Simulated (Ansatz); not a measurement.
# ScTiSe: the cost of one run

Program: Ansatz 0.2.0. Level of theory: DFT PBE, scalar-relativistic, plane waves, PAW. These are calculated values, not measurements.

## (1) The structure to begin with

It takes space group P4/nmm (No. 129, tetragonal). Conventional cell: a = 3.931 Å, b = 3.931 Å, c = 7.694 Å, α = 90.00°, β = 90.00°, γ = 90.00°. Around Sc (site symmetry -4m2) lie 4 Se at 2.73 Å and 4 Sc at 2.78 Å. Ti (site symmetry 4mm) is surrounded by 5 Se at 2.91 to 3.02 Å. Around Se (site symmetry 4mm) lie 4 Sc at 2.73 Å and 5 Ti at 2.91 to 3.02 Å.

Coordinates:

```
CELL_PARAMETERS angstrom
3.93123 0.00000 0.00000
0.00000 3.93123 0.00000
0.00000 0.00000 7.69432
ATOMIC_POSITIONS crystal
Sc 0.00000 0.00000 0.00000
Sc 0.50000 0.50000 0.00000
Ti 0.00000 0.50000 0.36037
Ti 0.50000 0.00000 0.63963
Se 0.00000 0.50000 0.75284
Se 0.50000 0.00000 0.24716
```

The cell is invented: species swapped into a database cell of HfVSi (P4/nmm, No. 129), with Ti on the Hf sites, Sc on the V sites and Se on the Si sites. The dimensions are guesses.

## (2) Probe: one point on a coarse mesh

File input.yaml:

```yaml
crystal:
  lattice:
    - [3.93123071, 0.0, 0.0]
    - [0.0, 3.93123071, 0.0]
    - [0.0, 0.0, 7.69431611]
  atoms:
    - { symbol: Sc, position: [0.0, 0.0, 0.0] }
    - { symbol: Sc, position: [0.5, 0.5, 0.0] }
    - { symbol: Ti, position: [0.0, 0.5, 0.36036876], spin: -1.0 }
    - { symbol: Ti, position: [0.5, 0.0, 0.63963124], spin: -1.0 }
    - { symbol: Se, position: [0.0, 0.5, 0.75284076] }
    - { symbol: Se, position: [0.5, 0.0, 0.24715924] }
basis:
  ecutwfc: 420
kpoints:
  mp_grid: { grid: [4, 4, 2] }
hamiltonian:
  xc: pbe
scf:
  occupations: { method: gaussian, width: 0.1 }
  lower_state_search: "off"
output:
  forces: true
  stress: true
  eigenvalues: true
  populations: true
magnetization:
  spin_polarized: true
```

Command:

```bash
$ ansatz run input.yaml --threads 1 --pin off --max-ram 2560MiB --backend cpu --events-out ev --progress --plain --runs-dir out
```

Q: Estimate wall time and peak memory on 1 thread of Intel Xeon at 2.50GHz (Skylake/Cascade Lake), shared host.

About 37 s, with a peak of 0.49 GiB.
